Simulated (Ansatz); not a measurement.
# Cl3H5NOTa: the cost of one run

Method: RKS PBE-D4/def2-SVP, in Ansatz 0.2.0.

1 further run of the same task is left out (it didn't finish).

### 1 The starting structure

Bond lengths: Ta1–Cl2 2.820 Å, Ta1–N3 2.160 Å, N3–H4 1.060 Å, N3–H5 1.060 Å, Ta1–Cl6 2.470 Å, Ta1–O7 2.020 Å, O7–H8 1.010 Å, Ta1–Cl9 2.470 Å, Ta1–H10 2.100 Å, Ta1–H11 2.365 Å. Angles (14 of 25 angles, heavy atoms first): Cl2–Ta1–N3 90.0°, Cl2–Ta1–Cl6 90.0°, Cl2–Ta1–O7 120.0°, Cl2–Ta1–Cl9 120.0°, N3–Ta1–Cl6 180.0°, N3–Ta1–O7 90.0°, N3–Ta1–Cl9 90.0°, Cl6–Ta1–O7 90.0°, Cl6–Ta1–Cl9 90.0°, O7–Ta1–Cl9 120.0°, Cl2–Ta1–H10 71.6°, Cl2–Ta1–H11 44.6°, N3–Ta1–H10 117.9°, N3–Ta1–H11 110.2°.

As a file:

```xyz
11

Ta    0.0000    0.0000    0.0000
Cl    2.8200    0.0000    0.0000
N     0.0000    0.0000    2.1600
H    -0.2456   -0.8845    2.6900
H     0.2456    0.8845    2.6900
Cl    0.0000    0.0000   -2.4700
O    -1.0100    1.7493    0.0000
H    -1.4859    1.8638    0.8834
Cl   -1.2350   -2.1390    0.0000
H     0.6622   -1.7344   -0.9815
H     1.6841   -1.4455   -0.8180
```

### 2 Pulling towards end A

Springs on the bonds that form and break draw the guess towards this end; the thresholds are loose.

The input, input.yaml:

```yaml
crystal:
  periodic: [false, false, false]
  atoms:
    - { symbol: Ta, position_ang: [0.0, 0.0, 0.0] }
    - { symbol: Cl, position_ang: [2.82, 0.0, 0.0] }
    - { symbol: "N", position_ang: [0.0, 0.0, 2.16] }
    - { symbol: H, position_ang: [-0.2456, -0.8845, 2.69] }
    - { symbol: H, position_ang: [0.2456, 0.8845, 2.69] }
    - { symbol: Cl, position_ang: [0.0, 0.0, -2.47] }
    - { symbol: O, position_ang: [-1.01, 1.7493, 0.0] }
    - { symbol: H, position_ang: [-1.4859, 1.8638, 0.8834] }
    - { symbol: Cl, position_ang: [-1.235, -2.139, 0.0] }
    - { symbol: H, position_ang: [0.6622, -1.7344, -0.9815] }
    - { symbol: H, position_ang: [1.6841, -1.4455, -0.818] }
basis:
  gaussian: { orbitals: def2-SVP }
hamiltonian:
  xc: pbe
  dispersion: d4
relax:
  f_tol: 0.15
  max_steps: 25
  restrain:
    - { distance: [0, 9], at: 3.0, k: 30.0 }
    - { distance: [10, 1], at: 2.57, k: 30.0 }
    - { distance: [0, 1], at: 2.47, k: 30.0 }
    - { distance: [10, 9], at: 0.66, k: 30.0 }
output:
  orbitals: {}
```

On the command line:

```bash
ansatz run input.yaml --threads 4 --pin off --max-ram 5120MiB --backend cpu --events-out ev --progress --plain --runs-dir out
```

What time and memory should one allow on 4 threads of Arm Neoverse V2, shared host?

About 36 s, with a peak of 0.22 GiB.
